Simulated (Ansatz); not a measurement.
**HfB2: stress in a strained cell**

Aim: deform HfB2 (zz strain of +1 %) and compute stress, forces and field gradients with LAPW, PAW and all-electron datasets made for the crystal.

Computed with Ansatz 0.2.0 (DFT PBEsol, scalar-relativistic, unless a step's input says otherwise).

### Step 1. The system as given

Symmetry: P6/mmm, No. 191, hexagonal system. Conventional cell: a = 3.140 Å, b = 3.140 Å, c = 3.480 Å, α = 90.00°, β = 90.00°, γ = 120.00°. Hf (site symmetry 6/mmm) is surrounded by 12 B at 2.51 Å. B (site symmetry -6m2) is surrounded by 3 B at 1.81 Å and 6 Hf at 2.51 Å.

Structure file:

```cif
data_structure
_symmetry_space_group_name_H-M 'P6/mmm'
_symmetry_Int_Tables_number 191
_cell_length_a 3.1400
_cell_length_b 3.1400
_cell_length_c 3.4800
_cell_angle_alpha 90.000
_cell_angle_beta 90.000
_cell_angle_gamma 120.000
_cell_volume 29.71
loop_
_atom_site_label
_atom_site_type_symbol
_atom_site_symmetry_multiplicity
_atom_site_Wyckoff_symbol
_atom_site_fract_x
_atom_site_fract_y
_atom_site_fract_z
_atom_site_occupancy
Hf1 Hf 1 a 0.00000 0.00000 0.00000 1
B1 B 2 d 0.33333 0.66667 0.50000 1
```

The file gives the conventional cell by its symmetry; the runs use the cell typed in the input.

Atoms are numbered in the order of the input: Hf1, B2, B3.

### Step 2. After the deformation

Space group P6/mmm before, P6/mmm after.

### Step 3. Full-potential LAPW

Input file input.yaml:

```yaml
crystal:
  lattice:
    - [3.1400001005, 0.0, 0.0]
    - [-1.5700000503, 2.7193198549, 0.0]
    - [0.0, 0.0, 3.5148]
  atoms:
    - { symbol: Hf, position: [0.0, 0.0, 0.0] }
    - { symbol: B, position: [0.3333333333, 0.6666666667, 0.5] }
    - { symbol: B, position: [0.6666666667, 0.3333333333, 0.5] }
kpoints:
  mp_grid: { grid: [15, 15, 12] }
  band_path:
    path:
      - [0.0, 0.0, 0.0]
      - [0.5, 0.0, 0.0]
      - [0.3333333333, 0.3333333333, 0.0]
      - [0.0, 0.0, 0.0]
      - [0.0, 0.0, 0.5]
      - [0.5, 0.0, 0.5]
      - [0.3333333333, 0.3333333333, 0.5]
      - [0.0, 0.0, 0.5]
      - [0.5, 0.0, 0.5]
    npoints: 5
scf:
  occupations: { method: fermi_dirac, width: 0.03 }
hamiltonian:
  xc: pbesol
  pseudopotentials: { kind: all_electron, lapw: { basis_error: 0.001 } }
output:
  forces: true
  stress: true
  eigenvalues: true
```

Launch:

```console
ansatz run input.yaml --threads 1 --pin off --max-ram 4096MiB --backend cpu --events-out ev --progress --plain --runs-dir out
```

### Step 4. PAW with frozen cores

Input file input.yaml:

```yaml
crystal:
  lattice:
    - [3.1400001005, 0.0, 0.0]
    - [-1.5700000503, 2.7193198549, 0.0]
    - [0.0, 0.0, 3.5148]
  atoms:
    - { symbol: Hf, position: [0.0, 0.0, 0.0] }
    - { symbol: B, position: [0.3333333333, 0.6666666667, 0.5] }
    - { symbol: B, position: [0.6666666667, 0.3333333333, 0.5] }
kpoints:
  mp_grid: { grid: [15, 15, 12] }
scf:
  occupations: { method: fermi_dirac, width: 0.03 }
hamiltonian:
  xc: pbesol
  pseudopotentials: { kind: paw }
output:
  forces: true
  stress: true
  eigenvalues: true
  efg: { contact_densities: true }
```

### Step 5. Datasets made for this crystal

input.yaml, as its differences from that of step 4:

```diff
@@ -15,3 +15,3 @@
   xc: pbesol
-  pseudopotentials: { kind: paw }
+  pseudopotentials: { kind: all_electron, datasets: crystal }
 output:
```

(Steps that only read results are left out.)

Before running it: what results should come out? Wanted: pressure; largest shear or deviatoric stress.

As calculated:

| quantity | value |
| --- | --- |
| pressure | LAPW -6.47, PAW -6.53, crystal datasets -6.47 GPa |
| largest shear or deviatoric stress (LAPW) | 2.97 GPa |

What this shows: The largest part of the stress beyond the pressure is 2.97 GPa in size, in the zz component; the atoms are carried along and not relaxed. No run of the undeformed cell stands beside it, so the pressure holds what the given cell had before the change. PAW: stress within 0.12 GPa of LAPW. Crystal datasets: stress within 0.01 GPa of LAPW. Spin-orbit coupling is left out, though the cell holds Hf; in elements this heavy it can shift bands and gaps by tenths of an eV.
